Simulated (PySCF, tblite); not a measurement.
**C₅H₁₄GeSi: geometry, infrared bands and NMR shifts**

Aim: predict the infrared bands and NMR shifts of C₅H₁₄GeSi (`[SiH3][GeH2][CH]1CCCC1`).

The runs use tblite 0.8.0 and PySCF 2.14.0, with density-fitted response routines of our own; the level of theory stands in each step. All values are computed, except where a source is named. Atoms count from 0, in the outputs and in this text.

**1. Starting geometry**

21 atoms, charge 0, multiplicity 1; geometry from: force field or distance geometry start.

Bonds of the start (Å): Si0–Ge1 2.32, Ge1–C2 1.92, C2–C3 1.50, C3–C4 1.50, C4–C5 1.53, C5–C6 1.51, C6–C2 1.53, Si0–H7 1.46, Si0–H8 1.48, Si0–H9 1.45, Ge1–H10 1.57, Ge1–H11 1.55, C2–H12 1.12, C3–H13 1.10, C3–H14 1.13, C4–H15 1.11, C4–H16 1.12, C5–H17 1.10, C5–H18 1.11, C6–H19 1.09, C6–H20 1.11.

**2. Geometry optimisation with GFN2-xTB**

The job: settings as JSON, then the geometry in Å.

```
{"job": {"kind": "relax", "xc": "GFN2-xTB", "basis": "xTB"}, "charge": 0, "multiplicity": 1}
Si     3.197100     0.471500    -0.190600
Ge     1.567800    -1.157000     0.050500
C     -0.040000    -0.253500     0.595100
C     -1.271300    -1.114600     0.568700
C     -2.399700    -0.133900     0.487100
C     -1.856500     1.045400    -0.317900
C     -0.351400     0.914300    -0.335100
H      3.268800     0.919200    -1.580500
H      2.741800     1.626900     0.612300
H      4.462400     0.012200     0.353100
H      2.094600    -2.137000     1.159600
H      1.376200    -1.989900    -1.238500
H      0.111200     0.162800     1.620800
H     -1.234900    -1.860300    -0.236000
H     -1.341900    -1.657000     1.554800
H     -3.283800    -0.568500    -0.013700
H     -2.679700     0.239800     1.501500
H     -2.240600     0.947700    -1.341400
H     -2.188200     1.956600     0.213400
H     -0.035400     0.737400    -1.367300
H      0.094500     1.854800     0.058200
```

Launch:

```console
$ OMP_NUM_THREADS=1 python probes_run.py task.json out
```

One launch serves the whole session: the jobs run in the order shown.

Log:

```text
step      E/eV     max force
  0    -584.76199    2.066
  1    -584.91506    0.977
  2    -584.98023    0.593
  3    -585.03637    0.408
  4    -585.06557    0.566
  5    -585.08881    0.445
  6    -585.10442    0.282
  7    -585.11618    0.261
  8    -585.12552    0.241
  9    -585.13316    0.214
 10    -585.13953    0.152
 11    -585.14570    0.191
 12    -585.15230    0.170
 13    -585.15803    0.167
 14    -585.16145    0.114
 15    -585.16343    0.098
 16    -585.16533    0.093
 17    -585.16766    0.133
 18    -585.17012    0.132
 19    -585.17239    0.115
 20    -585.17463    0.124
 21    -585.17718    0.161
 22    -585.17997    0.172
 23    -585.18241    0.123
 24    -585.18432    0.101
 25    -585.18600    0.091
 26    -585.18767    0.097
 27    -585.18912    0.107
 28    -585.19013    0.086
 29    -585.19086    0.057
 30    -585.19158    0.058
 31    -585.19236    0.064
 32    -585.19315    0.071
 33    -585.19390    0.064
 34    -585.19454    0.050
 35    -585.19503    0.045
 36    -585.19548    0.047
 37    -585.19600    0.061
 38    -585.19658    0.064
 39    -585.19708    0.052
 40    -585.19740    0.039
 41    -585.19767    0.042
 42    -585.19804    0.057
 43    -585.19861    0.074
 44    -585.19933    0.067
 45    -585.19999    0.059
 46    -585.20053    0.056
 47    -585.20104    0.060
 48    -585.20163    0.071
 49    -585.20224    0.057
 50    -585.20278    0.051
 51    -585.20327    0.055
 52    -585.20373    0.064
 53    -585.20408    0.052
 54    -585.20429    0.031
 55    -585.20442    0.022
 56    -585.20454    0.025
 57    -585.20465    0.028
 58    -585.20474    0.022
 59    -585.20480    0.023
 60    -585.20486    0.019
 61    -585.20492    0.020
 62    -585.20499    0.020
 63    -585.20507    0.020
 64    -585.20516    0.025
 65    -585.20526    0.023
 66    -585.20536    0.026
 67    -585.20545    0.021
 68    -585.20554    0.024
 69    -585.20565    0.024
 70    -585.20579    0.024
 71    -585.20591    0.025
 72    -585.20601    0.022
 73    -585.20612    0.024
 74    -585.20627    0.031
 75    -585.20649    0.044
 76    -585.20672    0.041
 77    -585.20687    0.025
 78    -585.20697    0.021
 79    -585.20706    0.022
 80    -585.20715    0.024
 81    -585.20726    0.024
 82    -585.20738    0.022
 83    -585.20750    0.020
 84    -585.20762    0.025
 85    -585.20773    0.023
 86    -585.20781    0.019
 87    -585.20789    0.021
 88    -585.20798    0.021
 89    -585.20809    0.025
 90    -585.20819    0.022
 91    -585.20828    0.019
 92    -585.20835    0.019
 93    -585.20841    0.017
 94    -585.20847    0.016
 95    -585.20853    0.015
 96    -585.20859    0.015
 97    -585.20864    0.017
 98    -585.20869    0.015
 99    -585.20873    0.016
100    -585.20877    0.016
101    -585.20882    0.022
102    -585.20887    0.024
103    -585.20892    0.016
104    -585.20896    0.011
105    -585.20898    0.010
106    -585.20901    0.014
107    -585.20906    0.020
108    -585.20912    0.018
109    -585.20922    0.022
110    -585.20933    0.025
111    -585.20947    0.028
112    -585.20966    0.034
113    -585.20986    0.032
114    -585.21002    0.029
115    -585.21015    0.024
116    -585.21027    0.029
117    -585.21039    0.045
118    -585.21055    0.036
119    -585.21071    0.017
120    -585.21075    0.016
121    -585.21081    0.020
122    -585.21087    0.023
123    -585.21100    0.029
124    -585.21117    0.028
125    -585.21136    0.035
126    -585.21154    0.034
127    -585.21168    0.026
128    -585.21178    0.023
129    -585.21183    0.014
130    -585.21186    0.019
131    -585.21187    0.010
132    -585.21189    0.007
```

Wall time 1.8 s (1 thread of Arm Neoverse N1, shared host); peak memory 0.18 GiB.

Step by step: (not every step is listed)

```csv
step,energy from step 0 (eV),largest force (eV/Å)
0,0.0000,2.0663
1,-0.1531,0.9768
2,-0.2182,0.5931
3,-0.2744,0.4079
4,-0.3036,0.5660
5,-0.3268,0.4452
6,-0.3424,0.2823
7,-0.3542,0.2609
8,-0.3635,0.2413
19,-0.4104,0.1154
30,-0.4296,0.0577
41,-0.4357,0.0424
52,-0.4417,0.0643
63,-0.4431,0.0199
74,-0.4443,0.0312
85,-0.4457,0.0226
96,-0.4466,0.0153
107,-0.4471,0.0198
118,-0.4486,0.0361
127,-0.4497,0.0261
128,-0.4498,0.0233
129,-0.4498,0.0141
130,-0.4499,0.0194
131,-0.4499,0.0104
132,-0.4499,0.0067
```

Close pairs (by a distance rule), those that changed most:

```csv
bond,before (Å),after (Å),change (Å)
Ge1–C2,1.923,1.987,+0.064
Ge1–H10,1.571,1.516,-0.055
C3–H14,1.128,1.090,-0.038
C3–C4,1.497,1.533,+0.035
Ge1–H11,1.547,1.515,-0.031
Si0–Ge1,2.316,2.343,+0.027
C4–H16,1.117,1.091,-0.026
C5–C6,1.511,1.534,+0.023
```

The end geometry stands in the next job.

**3. Infrared spectrum with GFN2-xTB**

The job: settings as JSON, then the geometry in Å.

```
{"job": {"kind": "ir", "xc": "GFN2-xTB", "basis": "xTB"}, "charge": 0, "multiplicity": 1}
Si     3.476127     0.479108    -0.070539
Ge     1.670510    -1.001858     0.115892
C     -0.073756    -0.151046     0.543242
C     -1.255038    -1.113725     0.600395
C     -2.484221    -0.201426     0.524201
C     -2.021350     1.058328    -0.233757
C     -0.528332     0.848151    -0.517148
H      3.569705     1.016589    -1.428320
H      3.297456     1.606178     0.847238
H      4.743594    -0.175253     0.251166
H      1.886861    -2.095103     1.143037
H      1.426573    -1.816620    -1.138179
H      0.001565     0.367680     1.505243
H     -1.226010    -1.775844    -0.268901
H     -1.249835    -1.731888     1.498219
H     -3.316510    -0.694276     0.022565
H     -2.813272     0.064333     1.529693
H     -2.581946     1.201675    -1.157190
H     -2.167622     1.945887     0.383024
H     -0.399100     0.404855    -1.508420
H      0.035683     1.781197    -0.487230
```

Log:

```text
mode    cm-1     km/mol
  1      21.0      0.01
  2      31.8      0.06
  3      42.1      0.01
  4      61.1      0.13
  5     132.2      0.20
  6     190.5      2.97
  7     255.6      5.35
  8     313.6     38.05
  9     372.0      2.73
 10     419.7     21.41
 11     463.9     21.79
 12     480.4      2.62
 13     619.9      9.92
 14     627.1     14.63
 15     646.2    610.79
 16     724.4     31.17
 17     785.3    412.44
 18     790.3    136.68
 19     791.6    189.06
 20     815.4      4.87
 21     838.3      0.75
 22     881.2    144.98
 23     946.0      0.94
 24     958.4      2.28
 25     992.0      0.64
 26    1008.1      2.61
 27    1011.7      1.04
 28    1114.7      2.09
 29    1120.2      3.55
 30    1138.4     11.85
 31    1185.5      1.64
 32    1204.3      0.66
 33    1218.5      1.46
 34    1241.7      1.60
 35    1261.6      0.22
 36    1306.0      0.58
 37    1314.0      0.11
 38    1325.0      1.08
 39    1328.5      0.44
 40    1480.0      0.06
 41    1490.3      0.09
 42    1493.1      0.03
 43    1512.3      0.14
 44    1862.9    366.00
 45    1930.5    542.11
 46    2244.4    252.49
 47    2254.4    280.43
 48    2262.6    334.39
 49    2904.0     48.97
 50    2941.9     16.43
 51    2950.3     47.77
 52    2972.8      1.33
 53    2981.1     40.21
 54    2988.4     39.99
 55    2994.6    113.67
 56    2998.4     67.20
 57    3006.2     66.28
```

Wall time 1.5 s (1 thread of Arm Neoverse N1, shared host); peak memory 0.18 GiB.

The strongest bands and the atoms that carry them (share of the mass-weighted mode):

```csv
cm⁻¹,km/mol,atoms
646,610.8,"H11 41 %, H10 38 %"
785,412.4,"H9 31 %, H7 29 %, H8 18 %"
792,189.1,"H7 52 %, H8 33 %, H9 10 %"
1863,366.0,"H10 51 %, H11 47 %"
1930,542.1,"H11 51 %, H10 47 %"
2244,252.5,H8 96 %
2254,280.4,H7 94 %
2263,334.4,H9 94 %
```

**4. Shielding tensors: PBE0/pcSseg-1**

Same as in step 3 but for these lines:

```diff
@@ -1,2 +1,2 @@
-{"job": {"kind": "ir", "xc": "GFN2-xTB", "basis": "xTB"}, "charge": 0, "multiplicity": 1}
+{"job": {"kind": "nmr", "xc": "PBE0", "basis": "pcSseg-1"}, "charge": 0, "multiplicity": 1}
 Si     3.476127     0.479108    -0.070539
```

Level: GIAO PBE0/pcSseg-1 NMR shielding, non-relativistic, gas phase.

Log:

```text
coarse grid: 74336 points
cycle   1  E = -2564.4854205006  dE = -1.503e-01  |g| = 9.057e-01  |ddm| = 4.108e+00
cycle   2  E = -2564.4375312030  dE =  4.789e-02  |g| = 9.679e-01  |ddm| = 1.097e+00
cycle   3  E = -2564.5577942696  dE = -1.203e-01  |g| = 1.289e-01  |ddm| = 7.724e-01
cycle   4  E = -2564.5613702075  dE = -3.576e-03  |g| = 4.444e-02  |ddm| = 1.572e-01
cycle   5  E = -2564.5617643908  dE = -3.942e-04  |g| = 8.028e-03  |ddm| = 4.564e-02
cycle   6  E = -2564.5617792051  dE = -1.481e-05  |g| = 1.629e-03  |ddm| = 1.104e-02
cycle   7  E = -2564.5617798387  dE = -6.336e-07  |g| = 5.663e-04  |ddm| = 2.348e-03
final grid: 156216 points
cycle   8  E = -2564.5618690843  dE = -9.189e-08  |g| = 6.795e-04  |ddm| = 3.273e-03
cycle   9  E = -2564.5618690163  dE =  6.792e-08  |g| = 8.683e-04  |ddm| = 1.272e-03
cycle  10  E = -2564.5618691930  dE = -1.766e-07  |g| = 3.671e-05  |ddm| = 7.292e-04
cycle  11  E = -2564.5618691933  dE = -2.970e-10  |g| = 1.410e-05  |ddm| = 5.330e-05
converged SCF energy = -2564.5618691933

GIAO shielding tensors (ppm)
atom      isotropic    diamagn.    paramagn.     s11        s22        s33       span
  0 Si     463.864     879.668    -415.804    454.457    461.592    475.543     21.086
  1 Ge    1570.843    2757.638   -1186.796   1461.909   1528.365   1722.254    260.345
  2 C      155.699     251.619     -95.920    134.992    159.279    172.826     37.834
  3 C      149.474     248.383     -98.908    120.611    154.226    173.586     52.976
  4 C      159.492     248.550     -89.057    130.587    170.158    177.732     47.145
  5 C      159.577     247.878     -88.301    129.192    171.256    178.281     49.089
  6 C      151.480     248.435     -96.955    124.450    156.197    173.791     49.341
  7 H       28.129      28.216      -0.087     24.180     26.106     34.101      9.921
  8 H       28.227      28.522      -0.294     24.045     26.811     33.826      9.781
  9 H       28.194      27.776       0.418     24.038     25.518     35.026     10.988
 10 H       27.867      30.401      -2.534     20.495     23.479     39.627     19.132
 11 H       28.398      30.756      -2.357     21.753     24.197     39.245     17.491
 12 H       30.704      34.432      -3.728     26.179     29.824     36.109      9.930
 13 H       30.483      32.271      -1.788     24.140     31.301     36.009     11.869
 14 H       29.726      31.407      -1.681     23.965     28.805     36.407     12.442
 15 H       29.882      29.212       0.670     24.648     27.328     37.670     13.022
 16 H       30.080      29.985       0.095     24.650     27.841     37.748     13.097
 17 H       29.901      29.849       0.053     24.524     27.551     37.629     13.105
 18 H       30.033      30.343      -0.310     24.489     28.016     37.596     13.107
 19 H       30.550      33.085      -2.535     24.074     31.733     35.842     11.768
 20 H       29.832      32.688      -2.856     23.608     30.013     35.876     12.269
```

It took 79 s on 1 thread of Arm Neoverse N1, shared host; peak memory 1.1 GiB.

The references, computed at this level on geometries of the same kind, shield at (ppm): 1H TMS 31.72, 13C TMS 186.9, 29Si TMS 349.2, 73Ge GeMe4 1331. Their shielding less the atom's gives the shift. The references are single molecules in the gas phase. Atoms listed in one row are averaged.

```csv
atoms,environment,σ (ppm),δ (ppm)
"C3, C6",sp3 CH2 in a ring,150.5,36.4
C2,sp3 CH bonded to Ge,155.7,31.2
"C4, C5",sp3 CH2 in a ring,159.5,27.4
"H10, H11","hydrogen on a germanium bonded to C, Si",28.13,3.58
"H7, H8, H9",hydrogen on a silicon bonded to Ge,28.18,3.53
"H14, H20",hydrogen on an sp3 CH2 in a ring,29.78,1.94
"H15, H17",hydrogen on an sp3 CH2 in a ring,29.89,1.83
"H16, H18",hydrogen on an sp3 CH2 in a ring,30.06,1.66
"H13, H19",hydrogen on an sp3 CH2 in a ring,30.52,1.20
H12,hydrogen on an sp3 CH bonded to Ge,30.70,1.01
Si0,"silicon bonded to Ge, 3 H",463.9,-114.7
Ge1,"germanium bonded to C, Si, 2 H",1571,-240
```

Charges from the same density, by scheme (e):

```csv
atoms,Mulliken,IAO,Hirshfeld,ESP fit
Si0,0.37,0.31,0.22,0.29
Ge1,0.06,0.32,0.23,-0.06
C2,-0.59,-0.32,-0.10,0.19
"C3, C6",-0.16,-0.26,-0.07,-0.04
"C4, C5",-0.21,-0.27,-0.07,-0.05
```

Mayer bond orders: Si0–Ge1 0.91, Ge1–C2 0.88, C2–C3 0.99, C3–C4 1.04, C4–C5 1.02, C5–C6 1.04, C6–C2 0.98.

Ring of atoms C2, C3, C4, C5, C6: NICS(0) -5.7, NICS(1) -4.3, NICS(1)zz -4.5 ppm (means of both faces).

**5. What came out**

```
                                                               quantity                                         value
                              strongest single infrared mode (GFN2-xTB)                          646 cm⁻¹, 611 km/mol
                                           zero-point energy (GFN2-xTB)                                104.7 kcal/mol
13C shifts against TMS (PBE0/pcSseg-1, means over atoms taken as alike)                          36.4, 31.2, 27.4 ppm
 1H shifts against TMS (PBE0/pcSseg-1, means over atoms taken as alike)  3.58, 3.53, 1.94, 1.83, 1.66, 1.20, 1.01 ppm
                                29Si shifts against TMS (PBE0/pcSseg-1)                                    -114.7 ppm
                              73Ge shifts against GeMe4 (PBE0/pcSseg-1)                                      -240 ppm
```

**Reading.** The optimisation took 132 steps and gained 0.450 eV; among the close pairs (by a distance rule), Ge1–C2 changed most, from 1.923 to 1.987 Å. All 57 modes are real, so the xTB geometry is a minimum. The strongest single mode, at 646 cm⁻¹, moves mainly H11 and H10. GFN2-xTB is a fitted tight-binding method: band positions and strengths are rough. Its intensities can rank the bands wrongly. At PBE0/pcSseg-1: Shielding is most anisotropic at Ge1 (span 260 ppm, paramagnetic term -1187 ppm). Spin-orbit coupling is left out, which matters for shieldings and couplings at and beside the heavy atoms.
